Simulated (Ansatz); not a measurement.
Predict the output of the script below (Ansatz 0.2.0, Python API).

`bands_rb3na.py`
```python
'''Band structure of Rb3Na.'''

import ansatz as az
from ase import Atoms
import numpy as np

atoms = Atoms(
    ['Rb', 'Rb', 'Rb', 'Na'],
    scaled_positions=[
        (0.25, 0.25, 0.25),
        (0.75, 0.75, 0.75),
        (0.5, 0.5, 0.5),
        (0.0, 0.0, 0.0),
    ],
    cell=[
        (0.0, 5.335818, 5.335818),
        (5.335818, 0.0, 5.335818),
        (5.335818, 5.335818, 0.0),
    ],
    pbc=True,
)
cell = az.Crystal.from_ase(atoms)

# high-symmetry points in fractions of the reciprocal vectors
path = [
    ('K', (0.375, 0.375, 0.75)),
    ('G', (0.0, 0.0, 0.0)),
    ('L', (0.5, 0.5, 0.5)),
    ('W', (0.5, 0.25, 0.75)),
    ('X', (0.5, 0.0, 0.5)),
]
job = (
    cell.calculation()
    .functional(az.Functional.PBESOL)
    .occupations('cold', width=100 * az.meV)
    .basis(470)
    .kpoints(4)
    .band_structure([point for _, point in path], intervals=8)
    .scf(extra_bands=8)
)
history = []
result = job.session().plan().execute(on_event=lambda event: history.append(event['data']['dr2_ev']) if event['event'] == 'scf_iter' else None)
report = result.report
print('density residual by iteration (eV):', ' '.join(f'{value:.1e}' for value in history[:40]))

print('%-22s %14.5f eV' % ('F = E - TS', report['free_energy_ev']))
print('%-22s %14.5f eV' % ('E', report['internal_energy_ev']))
print('%-22s %14.5f eV' % ('Harris-Foulkes', report['harris_foulkes_ev']))
print('%-22s %14.5f eV' % ('Fermi level', report['fermi_energy_ev']))

bands = result.band_structure()
fermi = bands.fermi_energy_ev
print(f'zero of the bands: {fermi:.3f} eV, the Fermi level found on the SCF mesh')
for spin, channel in enumerate(bands.channels):
    print('channel', spin, '- computed levels within 6 eV of the Fermi level')
    for i, (label, _) in enumerate(path):
        levels = channel.eigenvalues_ev[i * 8] - fermi
        print(f'  {label:3s}', ' '.join(f'{e:7.3f}' for e in levels if abs(e) < 6))
```

Running `python bands_rb3na.py` prints:
```text
density residual by iteration (eV): 3.1e-03 1.6e-03 7.0e-05 2.0e-05 1.7e-06 2.5e-08
F = E - TS               -11126.72795 eV
E                        -11126.72762 eV
Harris-Foulkes           -11126.72795 eV
Fermi level                   1.94372 eV
zero of the bands: 1.944 eV, the Fermi level found on the SCF mesh
channel 0 - computed levels within 6 eV of the Fermi level
  K    -0.747  -0.491  -0.440   0.545   0.835   1.725   2.242   2.291   2.812   2.825
  G    -2.211   1.147   1.147   1.147   1.526   1.526   1.763   1.763   1.763   2.124
  L    -1.125  -1.017   0.972   0.972   1.550   1.550   1.599   1.667   2.435   2.435
  W    -0.670  -0.316  -0.316  -0.236   1.510   1.868   1.868   1.969   2.900   3.110
  X    -0.805  -0.675   0.176   0.511   0.794   0.794   2.514   2.837   2.837   2.953
```

Total energies depend on the potentials; only differences at equal settings carry meaning. A total without «per atom» is that of the cell as typed. The computed bands are complete only to about 2.1 eV above the Fermi level. The mesh is modest for a metal, so energies can be off by several to tens of meV an atom and pressures by half a GPa or more; differences at equal mesh fare better. Only differences from the Fermi energy are physical; the zero of the scale is a convention. This cell is a computed structure, which may not be the phase found in nature. Gaps and levels are Kohn-Sham values on a finite set of k-points, without spin-orbit coupling. The whole script took 5.3 s on 1 thread of Intel(R) Xeon(R) 6975P-C (Granite Rapids), on a shared host, peak memory 0.56 GiB.
